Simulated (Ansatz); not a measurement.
# Re3B: properties at the relaxed cell

One table from this session's results is given with a row withheld; the runs are named, their logs left out.

Computed with Ansatz 0.2.0 (DFT PBEsol, scalar-relativistic, plane waves, PAW, unless a step's input says otherwise).

1 further run of the same task is left out (set aside as unsound or not needed).

### The starting structure

Symmetry: Cmcm, No. 63, orthorhombic system. The conventional cell has a = 2.881 Å, b = 9.326 Å, c = 7.272 Å, α = 90.00°, β = 90.00°, γ = 90.00°. Around Re (site symmetry m2m) lie 2 B at 2.21 Å. Re (site symmetry m) has 3 B at 2.23 to 2.56 Å as nearest neighbours. B (site symmetry m2m) has 8 Re at 2.21 to 2.56 Å as nearest neighbours.

As a file:

```cif
data_structure
_symmetry_space_group_name_H-M 'Cmcm'
_symmetry_Int_Tables_number 63
_cell_length_a 2.8811
_cell_length_b 9.3263
_cell_length_c 7.2717
_cell_angle_alpha 90.000
_cell_angle_beta 90.000
_cell_angle_gamma 90.000
_cell_volume 195.40
loop_
_atom_site_label
_atom_site_type_symbol
_atom_site_symmetry_multiplicity
_atom_site_Wyckoff_symbol
_atom_site_fract_x
_atom_site_fract_y
_atom_site_fract_z
_atom_site_occupancy
Re1 Re 4 c 0.00000 0.42447 0.75000 1
Re2 Re 8 f 0.00000 0.13306 0.56498 1
B1 B 4 c 0.50000 0.24547 0.75000 1
```

It is the result of an earlier relaxation at this level (volume 12.21 Å³/atom; gap on the mesh: none (metal)).

The first run:

Input file input.yaml:

```yaml
crystal:
  lattice:
    - [1.4260176056, -4.6160595204, 0.0]
    - [1.4260176056, 4.6160595204, 0.0]
    - [0.0, 0.0, 7.1982923741]
  atoms:
    - { symbol: Re, position: [0.5755337005, 0.4244662995, 0.25] }
    - { symbol: Re, position: [0.4244662995, 0.5755337005, 0.75] }
    - { symbol: Re, position: [0.8669362583, 0.1330637417, 0.0649778472] }
    - { symbol: Re, position: [0.1330637417, 0.8669362583, 0.5649778472] }
    - { symbol: Re, position: [0.1330637417, 0.8669362583, 0.9350221528] }
    - { symbol: Re, position: [0.8669362583, 0.1330637417, 0.4350221528] }
    - { symbol: B, position: [0.2545326778, 0.7454673222, 0.25] }
    - { symbol: B, position: [0.7454673222, 0.2545326778, 0.75] }
basis:
  ecutwfc: 420
kpoints:
  mp_grid: { grid: [12, 12, 6] }
hamiltonian:
  xc: pbesol
scf:
  occupations: { method: gaussian, width: 0.1 }
output:
  forces: true
  stress: true
  eigenvalues: true
relax:
  adjacent_minimum: "off"
  f_tol: 0.01
  max_steps: 30
  cell: { stress_tol: 0.1, fix: [volume] }
```

Launch:

```console
$ ansatz run input.yaml --threads 2 --pin off --max-ram 5120MiB --backend cpu --events-out ev --progress --plain --runs-dir out
```

Among the steps run: The cell scaled to 0.97 of its volume; Point at V/V0 = 1.03; Volume × 0.94; Volume × 1.06; The cell scaled to 0.91 of its volume; Point at V/V0 = 1.10; The cell scaled to 0.88 of its volume.

One table of the session follows, with a row left open; its other results are not shown here.

It belongs to the step «Energy against volume». 

```
volume (Å³/atom)  energy above the lowest point (meV/atom)  pressure (GPa)
          10.747                                     271.0           66.47
          11.113                                         ?               ?
          11.479                                      60.2           27.84
          11.846                                      14.2           12.78
          12.212                                       0.0            0.00
          12.579                                      12.7          -10.83
          12.945                                      48.3          -19.99
          13.433                                     125.1          -29.99
```

**Question.** Estimate the row for volume (Å³/atom) = 11.113.

Worked estimate for «energy above the lowest point (meV/atom)». A straight line through the neighbours (10.747, 271.0) and (11.479, 60.2) gives 271.0 + (60.2 − 271.0) × (11.113 − 10.747) / (11.479 − 10.747) = 165.6; a parabola fitted to 3 rows on both sides gives 145.8.

**Answer.** energy above the lowest point (meV/atom): 143.6; pressure (GPa): 45.57. In «energy above the lowest point (meV/atom)» the line misses by +22.0 and the parabola by +2.2.
